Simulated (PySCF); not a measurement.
# Cl6Pt ([PtCl6]2-): the cost of one run

Computed with PySCF 2.14.0 and routines of our own; the level stands in each step. Atoms count from 0.

3 further runs of the same task are left out: 3 for a basis unfit for spin-orbit shieldings.

### Step 1. The starting structure

7 atoms, charge -2, multiplicity 1; geometry from: GFN2-xTB.

### Step 2. NMR shieldings: PBE/x2c-SVPall-2c Pt:us-x2c-SVPall-2c, spin-free

What the job is given:

```
{"job": {"xc": "PBE", "basis": {"default": "x2c-SVPall-2c", "Pt": "us-x2c-SVPall-2c"}, "rel": "sf", "kind": "hnmr"}, "charge": -2, "multiplicity": 1}
Pt     0.002290     0.001770     0.000790
Cl    -0.022660    -0.011150     2.351880
Cl     0.018300     0.008390    -2.349300
Cl     2.353480     0.005540     0.019300
Cl    -2.345940    -0.007270    -0.021170
Cl    -0.007940     2.354020     0.009760
Cl     0.002470    -2.351310    -0.011270
```

Method: PBE/x2c-SVPall-2c Pt:us-x2c-SVPall-2c GIAO NMR shielding, spin-free X2C, Gaussian nuclei, gas phase.

On the command line:

```console
> OMP_NUM_THREADS=1 python heavy_run.py task.json out
```

The driver reads the jobs from task.json and runs them one after another.

Q: Estimate the wall time and peak memory of this first job on 1 thread of Arm Neoverse V2, shared host.

About 59 s, with a peak of 1.4 GiB.
